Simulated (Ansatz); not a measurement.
# C3H5BrSi, SMILES C#C[SiH](C)Br: vertical spin-state energies

Computed with Ansatz's Python interface.

Typed at the interpreter:
```pycon
>>> import ansatz
>>> BASIS_SET = '6-31G*'
>>> FUNCTIONAL = 'r2SCAN'
>>> geometry_ang = [
...     ('C', (-1.7622, 1.6377, 1.0569)),
...     ('C', (-0.9308, 1.1471, 0.4294)),
...     ('Si', (0.4152, 0.3212, -0.5474)),
...     ('C', (0.8392, -1.3982, 0.0369)),
...     ('Br', (-0.151, 0.2466, -2.687)),
...     ('H', (-2.5971, 2.1736, 1.585)),
...     ('H', (1.7217, 1.1219, -0.4253)),
...     ('H', (1.1139, -1.4066, 1.0833)),
...     ('H', (-0.1272, -2.0138, -0.007)),
...     ('H', (1.5615, -1.8807, -0.5219)),
... ]
>>> molecule = ansatz.Crystal.molecule()
>>> for symbol, xyz in geometry_ang:
...     molecule = molecule.atom(symbol, xyz)
...
>>> setup = (
...     molecule.calculation()
...     .basis(gaussian=BASIS_SET)
...     .functional(FUNCTIONAL)
... )
>>> found = {}
>>> for unpaired in [0, 2, 4]:
...     rep = setup.spin('collinear', total=unpaired).run(threads=1, backend='cpu').report
...     s = unpaired / 2
...     found[unpaired] = rep['free_energy_ev']
...     print(f'2S+1 = {unpaired + 1}: E = {found[unpaired]:.5f} eV, <S^2> = {abs(rep["mean_field"]["state"]["spin_squared"]):.3f} (pure state {s * (s + 1):.2f})')
...
2S+1 = 1: E = -81103.78554 eV, <S^2> = 0.000 (pure state 0.00)
2S+1 = 3: E = -81098.29844 eV, <S^2> = 2.008 (pure state 2.00)
2S+1 = 5: E = -81092.63514 eV, <S^2> = 6.025 (pure state 6.00)
>>> lowest = min(found, key=found.get)
>>> for unpaired, e in found.items():
...     print(f'multiplicity {unpaired + 1}: {23.060548 * (e - found[lowest]):.1f} kcal/mol above the lowest')
...
multiplicity 1: 0.0 kcal/mol above the lowest
multiplicity 3: 126.5 kcal/mol above the lowest
multiplicity 5: 257.1 kcal/mol above the lowest
```

In order: multiplicity 1 (+0.00 eV), multiplicity 3 (+5.49 eV) and multiplicity 5 (+11.15 eV), all at the one geometry.

Total energies depend on the basis set; only differences at equal settings carry meaning. The geometry is a force-field or estimated start, not a minimum of this method, and the basis set is short of its limit. All parts are taken at fixed geometry, without zero-point energy. Run time: 2.5 min on 1 thread of Arm Neoverse V1, with other jobs on the host, peak memory 0.38 GiB.

(Lines on the test bed's own set-up are left out of the output.)
